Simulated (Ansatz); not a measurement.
Task: energies of removing a hydrogen of CH7BO2Si, SMILES C[SiH2]B(O)O, with Ansatz's Python interface. Give the script and its output. Use (for the species named): r2SCAN, def2-SVP basis, multiplicity 1, D3BJ dispersion.

```xyz
12

C    -1.0542    1.3265    0.7761
Si    0.3519    0.2036    0.7552
B     0.3934   -0.7284   -0.9562
O    -0.6265   -1.5452   -1.3706
O     1.5987   -0.5988   -1.8217
H    -1.1426    1.9214    1.7343
H    -2.0120    0.7956    0.6255
H    -0.9544    2.1247   -0.0650
H     0.2124   -0.7527    1.8876
H     1.5984    0.9739    0.9689
H    -0.5077   -2.4576   -0.9909
H     2.2197   -1.3179   -1.5091
```

The script, `bde_ch7bo2si.py`:
```python
"""Cost of removing each kind of hydrogen from CH7BO2Si, fragments frozen."""

from dataclasses import dataclass

import ansatz as az


@dataclass(frozen=True)
class Options:
    basis_set: str = "def2-SVP"
    functional: str = "r2SCAN"
    vdw: str = "d3bj"


settings = Options()


def energy(molecule, charge=0, unpaired=0):
    calc = (
        molecule.calculation()
        .basis(gaussian=settings.basis_set)
        .functional(settings.functional, dispersion=settings.vdw)
    )
    if charge:
        calc = calc.charge(charge)
    if unpaired:
        calc = calc.spin("collinear", total=unpaired)
    return calc.run(threads=1).report["free_energy_ev"]

def without(molecule, index):
    rest = az.Crystal.molecule()
    for i, site in enumerate(molecule.cartesian_sites):
        if i != index:
            rest = rest.atom(site.symbol, site.position_ang)
    return rest

geometry_ang = [
    ("C", (-1.0542, 1.3265, 0.7761)),
    ("Si", (0.3519, 0.2036, 0.7552)),
    ("B", (0.3934, -0.7284, -0.9562)),
    ("O", (-0.6265, -1.5452, -1.3706)),
    ("O", (1.5987, -0.5988, -1.8217)),
    ("H", (-1.1426, 1.9214, 1.7343)),
    ("H", (-2.012, 0.7956, 0.6255)),
    ("H", (-0.9544, 2.1247, -0.065)),
    ("H", (0.2124, -0.7527, 1.8876)),
    ("H", (1.5984, 0.9739, 0.9689)),
    ("H", (-0.5077, -2.4576, -0.9909)),
    ("H", (2.2197, -1.3179, -1.5091)),
]
mol = az.Crystal.molecule()
for symbol, xyz in geometry_ang:
    mol = mol.atom(symbol, xyz)

whole = energy(mol, 0)
hydrogen = energy(az.Crystal.molecule().atom("H", (0, 0, 0)), 0, 1)
print(f"E(molecule) = {whole:.5f} eV, E(H) = {hydrogen:.5f} eV")
for index in [7, 9, 11]:
    radical = energy(without(mol, index), 0, 1)
    print(f"H{index}: homolysis {96.485332 * (radical + hydrogen - whole):.1f} kJ/mol")
```

```console
$ python bde_ch7bo2si.py
DeckWarning: the engine holds no damping parameters fitted to this dispersion correction and functional, so the run takes those fitted to r2scan beside the three-body term, which d3bj leaves out (hamiltonian.dispersion, under Limitations)
E(molecule) = -13789.58045 eV, E(H) = -13.58417 eV
H7: homolysis 453.4 kJ/mol
H9: homolysis 382.9 kJ/mol
H11: homolysis 404.7 kJ/mol
```
(Warnings from the package without file and line.)

Notes:
- Total energies depend on the basis set; only differences at equal settings carry meaning.
- The geometry is a force-field or estimated start, not a minimum of this method, and the basis set is short of its limit. All parts are taken at fixed geometry, without zero-point energy.
- A dispersion term here runs with damping parameters fitted for another variant or functional.
- Run time: 41 s on 1 thread of Arm Neoverse V1 (shared host), peak memory 0.28 GiB.
